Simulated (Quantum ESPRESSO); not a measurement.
The system is TaF3.

```
Ta F
1.0
     3.90120    0.00000    0.00000
     0.00000    3.90120    0.00000
     0.00000    0.00000    3.90120
Ta F
1 3
Direct
  0.00000 0.00000 0.00000
  0.00000 0.00000 0.50000
  0.50000 0.00000 0.00000
  0.00000 0.50000 0.00000
```

- Program: Quantum ESPRESSO 7.5
- Task: relaxation of cell and atoms
- Functional: PBEsol
- Dispersion: D3(BJ)
- Potentials or basis: GBRV 1.5 PBEsol
- Cutoff: 762 eV
- Density cutoff: 6095 eV
- k mesh: 7 × 7 × 7
- Occupations: fermi-dirac, width 0.05 eV
- Spin: no spin polarisation

At the start: pressure 19.7 GPa; volume 14.84 Å³/atom.

Where does the relaxation end?

Over 5 steps the energy falls by 108.3 meV/atom and the volume is 16.82 Å³/atom (+13.3 %); space group Pm-3m (No. 221, to 0.05 Å).

Step by step:
| step | energy change (eV) | largest force (eV/Å) | pressure (GPa) | volume (Å³) |
| --- | --- | --- | --- | --- |
| 1 | 0.0000 | 0.0000 | 19.69 | 59.37 |
| 2 | -0.1300 | 0.0000 | 15.87 | 60.55 |
| 3 | -0.4273 | 0.0000 | 1.88 | 66.26 |
| 4 | -0.4332 | 0.0000 | 0.23 | 67.15 |
| 5 | -0.4333 | 0.0000 | 0.00 | 67.28 |

Final structure:
```
Ta F
1.0
     4.06712    0.00000    0.00000
     0.00000    4.06712    0.00000
     0.00000    0.00000    4.06712
Ta F
1 3
Cartesian
  0.0000 0.0000 0.0000
  0.0000 0.0000 2.0336
  2.0336 0.0000 0.0000
  0.0000 2.0336 0.0000
```

Caveat: pairwise dispersion overbinds metals, which lowers pressure and volume.
